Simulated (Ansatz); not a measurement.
**Sn3Te in Ansatz: the effect of functional**

Crystal: Sn3Te.

```
Te Sn
1.0
     4.92965    0.00000    0.00000
     0.00000    4.92965    0.00000
     0.00000    0.00000    4.92965
Te Sn
1 3
Direct
  0.00000 0.00000 0.00000
  0.00000 0.50000 0.50000
  0.50000 0.00000 0.50000
  0.50000 0.50000 0.00000
```

The cell comes from a database or a generator and needn't be the stable form of this composition.

The cell isn't the ideal one: volume scaled by 1.04.

Alike in all runs:

```yaml
Program: Ansatz 0.2.0
Task: single point
Potentials_or_basis: Ansatz PAW
k_mesh: 6 × 6 × 6
Occupations: fermi-dirac, width 0.05 eV
Spin: no spin polarisation
```

| functional | cutoff | pressure (GPa) |
| --- | --- | --- |
| LDA | 420 eV (not typed: the program's choice for these potentials) | -4.9 |
| r2SCAN | 500 eV (not typed: the program's choice for these potentials) | ? |
| PBE | 420 eV (not typed: the program's choice for these potentials) | -1.3 |

Question: What does the run with functional r2SCAN give?

Answer: Pressure -1.9 GPa.

Caveats: the PAW data sets come from PBE, with cores solved anew for the run's functional, which leaves a small shift of forces and pressure (some runs).
